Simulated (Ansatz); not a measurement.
**C3H6BF: a ladder of functionals and wavefunction methods**

One table from this session's results is given with a row withheld; the runs are named, their logs left out.

Program: Ansatz 0.2.0, Gaussian basis. Level of theory: functionals in def2-TZVPP, the program's frozen cores in correlated methods. These are calculated values, not measurements.

Levels to be run: LDA (SPW92), PBE-D4, revPBE-D4, BLYP-D4, r2SCAN-D4, B97M-V, PBE0-D4, B3LYP-D4, r2SCANh-D4, r2SCAN0-D4, HSE06-D4, BHLYP-D4, CAM-B3LYP-D4, LC-ωPBE, ωB97X-V, ωB97M-V, B2PLYP, PBE-QIDH; CCSD(T)/def2-SVP; CCSD(T)/def2-TZVPP; MP2/def2-QZVPP; extrapolation to the limit; RPA on PBE.

**Structure used throughout**

An earlier PBE0-D4 in a triple-zeta def2 set relaxation fixed the geometry.

SMILES `B/C(C)=C/F`, 11 atoms, charge 0, spin multiplicity 1.

Atoms are counted from 1 here; the program's logs count them from 0.

Bond lengths: B1–C2 1.526 Å, B1–H6 1.198 Å, B1–H7 1.197 Å, C2–C3 1.500 Å, C2–C4 1.338 Å, C3–H8 1.093 Å, C3–H9 1.093 Å, C3–H10 1.090 Å, C4–F5 1.329 Å, C4–H11 1.084 Å. Angles: C2–B1–H6 119.6°, C2–B1–H7 121.1°, H6–B1–H7 119.4°, B1–C2–C3 124.1°, B1–C2–C4 113.8°, C3–C2–C4 122.1°, C2–C3–H8 110.4°, C2–C3–H9 110.3°, C2–C3–H10 112.6°, H8–C3–H9 106.6°, H8–C3–H10 108.4°, H9–C3–H10 108.3°, C2–C4–F5 123.4°, C2–C4–H11 124.7°, F5–C4–H11 111.9°.

Coordinates:

```
B     0.2310    1.1090    1.0991
C     0.1130    0.0240    0.0326
C    -1.1898   -0.4911   -0.5030
C     1.2920   -0.4420   -0.3954
F     1.4124   -1.3898   -1.3199
H     1.3151    1.4600    1.4676
H    -0.7434    1.6160    1.5755
H    -1.8040   -0.8886    0.3087
H    -1.7613    0.3215   -0.9585
H    -1.0564   -1.2756   -1.2484
H     2.2570   -0.1003   -0.0378
```

Set-up of the first run:

Contents of in.yaml:

```yaml
crystal:
  periodic: [false, false, false]
  atoms:
    - {symbol: B, position_ang: [0.230968, 1.108961, 1.099136]}
    - {symbol: C, position_ang: [0.113019, 0.023987, 0.032598]}
    - {symbol: C, position_ang: [-1.189827, -0.491080, -0.503044]}
    - {symbol: C, position_ang: [1.291965, -0.442039, -0.395390]}
    - {symbol: F, position_ang: [1.412356, -1.389813, -1.319881]}
    - {symbol: H, position_ang: [1.315092, 1.460038, 1.467591]}
    - {symbol: H, position_ang: [-0.743425, 1.615979, 1.575486]}
    - {symbol: H, position_ang: [-1.803960, -0.888573, 0.308734]}
    - {symbol: H, position_ang: [-1.761326, 0.321534, -0.958525]}
    - {symbol: H, position_ang: [-1.056402, -1.275560, -1.248415]}
    - {symbol: H, position_ang: [2.257040, -0.100334, -0.037792]}
basis:
  gaussian: {orbitals: def2-TZVPP}
hamiltonian: {xc: lda}
output: {orbitals: {seedname: orbitals}}
```

Among the steps run: LDA; PBE-D4 (GGA); revPBE-D4 (GGA); BLYP-D4 (GGA); r2SCAN-D4 (meta-GGA); B97M-V (meta-GGA); PBE0-D4 (hybrid); B3LYP-D4 (hybrid); r2SCANh-D4 (hybrid); r2SCAN0-D4 (hybrid); HSE06-D4 (hybrid); BHLYP-D4 (hybrid); CAM-B3LYP-D4 (range-separated); LC-ωPBE (range-separated); ωB97X-V (range-separated); ωB97M-V (range-separated); B2PLYP (double hybrid); PBE-QIDH (double hybrid).

One of the session's tables, all rows but one given; the rest of the session is left out.

It belongs to the step «Orbital energies across the functionals». 

```
  functional  HOMO (eV)  LUMO (eV)  gap (eV)
 LDA (SPW92)      -6.96      -3.03      3.93
      PBE-D4      -6.77      -2.75      4.02
   revPBE-D4      -6.70      -2.64      4.06
     BLYP-D4      -6.61      -2.60      4.01
   r2SCAN-D4      -6.94      -2.48      4.46
      B97M-V      -6.99      -2.51      4.48
     PBE0-D4      -7.87      -1.80      6.07
    B3LYP-D4      -7.66      -2.01      5.64
  r2SCANh-D4      -7.36      -2.14      5.22
  r2SCAN0-D4      -8.00      -1.64      6.36
    HSE06-D4      -7.47      -2.18      5.29
    BHLYP-D4      -8.83      -0.75      8.08
CAM-B3LYP-D4      -9.16      -0.71      8.45
     LC-ωPBE     -10.48       0.45     10.92
     ωB97X-V          ?          ?         ?
     ωB97M-V     -10.05       0.20     10.25
```

**Question.** Estimate the row for ωB97X-V.

As computed: HOMO (eV): -10.12; LUMO (eV): 0.39; gap (eV): 10.51. In the column «HOMO (eV)» it lies between LC-ωPBE (-10.48) and ωB97M-V (-10.05).
